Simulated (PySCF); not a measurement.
# C2H5BO (SMILES B/C=C/O): levels of theory compared

Wanted: a comparison of 5 runs (HF/3-21G, PBE/STO-3G, B3LYP/6-31G*, PBE0/def2-SVP, TPSS/6-31G**) of C2H5BO. Input form: a Python script.

Program for the calculation: PySCF 2.14.0.

**1. Starting point**

C2H5BO has 9 atoms, charge 0, and is taken as a singlet. As SMILES, `B/C=C/O`. The coordinates come from a PBE0-D4/def2-TZVP relaxation. This is a higher conformer, about 8 kJ/mol above the lowest found by a separate search.

Bond lengths: B1–C2 1.510 Å, C2–C3 1.345 Å, C3–O4 1.336 Å, B1–H5 1.197 Å, B1–H6 1.201 Å, C2–H7 1.087 Å, C3–H8 1.089 Å, O4–H9 0.961 Å. Angles: B1–C2–C3 118.3°, C2–C3–O4 123.3°, B1–C2–H7 124.4°, C3–C2–H7 117.3°, C2–B1–H5 122.1°, C2–B1–H6 119.0°, C2–C3–H8 120.7°, O4–C3–H8 116.1°, C3–O4–H9 110.4°, H5–B1–H6 118.9°.

**2. Energy and gradient at HF/3-21G (run 1)**

calc.py reads:

```python
import pyscf.grad
from pyscf import gto, scf

mol = gto.M(
    atom='''
B       -0.282800       0.909000      -1.314600
C        0.540200       0.034200      -0.399500
C       -0.034800      -0.431600       0.724200
O        0.600200      -1.212400       1.603600
H        0.160100       1.360100      -2.331100
H       -1.418300       1.160500      -1.013000
H        1.573400      -0.248500      -0.585700
H       -1.067600      -0.181900       0.964200
H        0.018100      -1.435700       2.334900
''',
    basis='3-21g',
    max_memory=1860,
    spin=0,
    verbose=4,
)

mf = scf.RHF(mol)
mf.conv_tol = 1e-10
mf.kernel()
if not mf.converged:
    mf = mf.newton().run(mf.mo_coeff, mf.mo_occ)

energy = mf.e_tot
print(f'total energy: {energy:.8f} hartree')
grad = mf.Gradients().kernel()
mf.analyze()
```

Command:

```sh
$ OMP_NUM_THREADS=1 python calc.py
```

Log:

```text
PySCF version 2.14.0

[... 80 lines left out ...]
Nuclear Repulsion Energy =             101.853082291193346
[... 11 lines left out ...]
MO #6   energy= -1.03904539160629  occ= 2
[... 9 lines left out ...]
MO #16  energy= 0.0931154523069191 occ= 0
[... 9 lines left out ...]
MO #26  energy= 0.689178565842194  occ= 0
[... 9 lines left out ...]
MO #36  energy= 1.31961788836839   occ= 0
[... 9 lines left out ...]
MO #46  energy= 3.45396405034825   occ= 0
[... 58 lines left out ...]
Dipole moment(X, Y, Z, Debye): -1.63810, -1.00619,  2.67613
```

Wall time 3 s (1 thread of Intel Xeon at 2.50GHz (Skylake/Cascade Lake), shared host); peak memory 0.12 GiB.

**3. Energy and gradient at PBE/STO-3G (run 2)**

job.py reads:

```python
import pyscf.grad
from pyscf import gto, dft

mol = gto.Mole()
mol.atom = '''
B   -0.282800   0.909000  -1.314600
C    0.540200   0.034200  -0.399500
C   -0.034800  -0.431600   0.724200
O    0.600200  -1.212400   1.603600
H    0.160100   1.360100  -2.331100
H   -1.418300   1.160500  -1.013000
H    1.573400  -0.248500  -0.585700
H   -1.067600  -0.181900   0.964200
H    0.018100  -1.435700   2.334900
'''
mol.max_memory = 1860
mol.charge = 0
mol.basis = 'sto-3g'
mol.verbose = 4
mol.build()

mf = dft.RKS(mol)
mf.xc = 'pbe'
mf.grids.level = 5
mf.conv_tol = 1e-10
mf.kernel()
if not mf.converged:
    mf = mf.newton().run(mf.mo_coeff, mf.mo_occ)

energy = mf.e_tot
print('E(%s) = %.9f' % ('PBE', energy))
grad = mf.Gradients().kernel()
dip = mf.dip_moment()
pop, q = mf.mulliken_pop()
```

Command:

```sh
$ OMP_NUM_THREADS=1 python job.py
```

Log:

```text
PySCF version 2.14.0

[... 80 lines left out ...]
converged SCF energy = -176.700764543307
[... 13 lines left out ...]
Dipole moment(X, Y, Z, Debye): -0.73042, -1.78318,  3.37796
[... 35 lines left out ...]
charge of    8H =      0.25802
```

Run time: 18 s. Hardware: 1 thread of Intel Xeon at 2.50GHz (Skylake/Cascade Lake), shared host; peak memory 0.33 GiB.

Runs 3 to 4 aren't shown in full; the table further down has their settings and results.

**4. Energy and forces at TPSS/6-31G(d,p) (spherical functions) (run 5)**

run.py reads:

```python
import pyscf.grad
from pyscf import gto, dft

mol = gto.Mole()
mol.atom = [
    ('B', (-0.282800, 0.909000, -1.314600)),
    ('C', (0.540200, 0.034200, -0.399500)),
    ('C', (-0.034800, -0.431600, 0.724200)),
    ('O', (0.600200, -1.212400, 1.603600)),
    ('H', (0.160100, 1.360100, -2.331100)),
    ('H', (-1.418300, 1.160500, -1.013000)),
    ('H', (1.573400, -0.248500, -0.585700)),
    ('H', (-1.067600, -0.181900, 0.964200)),
    ('H', (0.018100, -1.435700, 2.334900)),
]
mol.spin = 0
mol.verbose = 4
mol.basis = '6-31g**'
mol.max_memory = 1860
mol.build()

ks = dft.RKS(mol, xc='tpss')
ks.conv_tol = 1e-10
ks.grids.level = 5
ks.kernel()
if not ks.converged:
    ks = ks.newton().run(ks.mo_coeff, ks.mo_occ)

e_final = ks.e_tot
print('E(%s) = %.9f' % ('TPSS', e_final))
grad = ks.Gradients().kernel()
dip = ks.dip_moment()
pop, q = ks.mulliken_pop()
```

Command:

```sh
$ OMP_NUM_THREADS=1 python run.py
```

Log:

```text
PySCF version 2.14.0

[... 80 lines left out ...]
converged SCF energy = -179.288771387317
[... 13 lines left out ...]
Dipole moment(X, Y, Z, Debye): -0.87157, -1.52010,  3.03597
[... 91 lines left out ...]
charge of    8H =      0.33577
```

Run time: 76 s. Hardware: 1 thread of Intel Xeon at 2.50GHz (Skylake/Cascade Lake), shared host; peak memory 0.82 GiB.

**5. The series**

```
run                               level  integration grid  energy (Eh)  dipole moment (D)  HOMO energy (eV)  LUMO energy (eV)  wall time
  1                            HF/3-21G                 –  -177.158719               3.30             -9.70              2.53        3 s
  2                          PBE/STO-3G                 5  -176.700765               3.89             -3.80              0.44       18 s
  3  B3LYP/6-31G* (spherical functions)                 5  -179.253210               3.37             -6.89             -1.18       40 s
  4                       PBE0/def2-SVP                 5  -178.906702               3.43             -7.38             -1.30       49 s
  5  TPSS/6-31G** (spherical functions)                 5  -179.288771               3.51             -6.06             -1.81       76 s
```

**6. Outcome**

| quantity | value |
| --- | --- |
| run 5: total energy | -179.28877 Eh |
| run 5: dipole moment | 3.51 D |
| run 5: HOMO energy | -6.06 eV |
| run 5: LUMO energy | -1.81 eV |
| run 5: HOMO–LUMO gap | 4.25 eV |
| run 5: largest force on an atom | 0.894 eV/Å |

In words: The dipole moment (its size) runs from 3.30 D (HF/3-21G) to 3.89 D (PBE/STO-3G). The two ends differ in method and basis. The HOMO–LUMO gap runs from 4.24 eV (PBE/STO-3G) to 12.24 eV (HF/3-21G). Totals of different functionals can't be ranked against each other. In run 2 the basis is minimal, so the values are rough. All runs together took 3.1 min, the longest 76 s.
